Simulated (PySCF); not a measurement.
# GaCl: a composite coupled-cluster curve

One table from this session's results is given with a row withheld; the runs are named, their logs left out.

Computed with PySCF 2.14.0. Level: CCSD(T) on RHF, scalar-relativistic core potentials.

2 further runs of the same task are left out: 2 set aside as unsound or not needed.

The first run:

```yaml
molecule: GaCl
state: singlet, unpaired electrons none
smaller_basis: Ga cc-pwCVDZ-PP with ECP10, Cl aug-cc-pV(D+d)Z
larger_basis: Ga cc-pwCVTZ-PP with ECP10, Cl aug-cc-pV(T+d)Z
frozen_core_orbitals: 9
extrapolation: correlation as n⁻³ (n = 2, 3), Hartree–Fock as (n+1)·exp(−9√n)
corrections: core–valence correlation
distances_Å: 1.9626, 2.0518, 2.1410, 2.2302, 2.3194, 2.4309, 2.5424
masses_u: 68.9256, 34.9689
dissociation_limit: Ga + Cl
```

The run is started by

```console
$ OMP_NUM_THREADS=4 python comp.py task.json out
```

One table of the session follows, with a row left open; its other results are not shown here.

```
                 level  Re (Å)  ωe (cm⁻¹)  ωexe (cm⁻¹)  αe (cm⁻¹)  De (eV)
CCSD(T), smaller basis  2.2435      341.6         1.05   0.000753    4.560
 CCSD(T), larger basis  2.2133      362.0         1.23   0.000771    4.749
                HF/CBS       ?          ?            ?          ?        ?
               MP2/CBS  2.1976      368.6         1.25   0.000777    5.042
              CCSD/CBS  2.2062      367.4         1.27   0.000775    4.678
           CCSD(T)/CBS  2.2073      366.5         1.25   0.000769    4.830
        CCSD(T)/CBS+CV  2.2053      367.1         1.25   0.000770    4.840
```

**Question.** Estimate the row for HF/CBS.

**Answer.** Re (Å): 2.2279; ωe (cm⁻¹): 356.3; ωexe (cm⁻¹): 1.33; αe (cm⁻¹): 0.000807; De (eV): 3.609. In the column «Re (Å)» it lies between CCSD(T), larger basis (2.2133) and CCSD(T), smaller basis (2.2435).

An extrapolation from double and triple zeta is rough, so this isn't yet the limit.
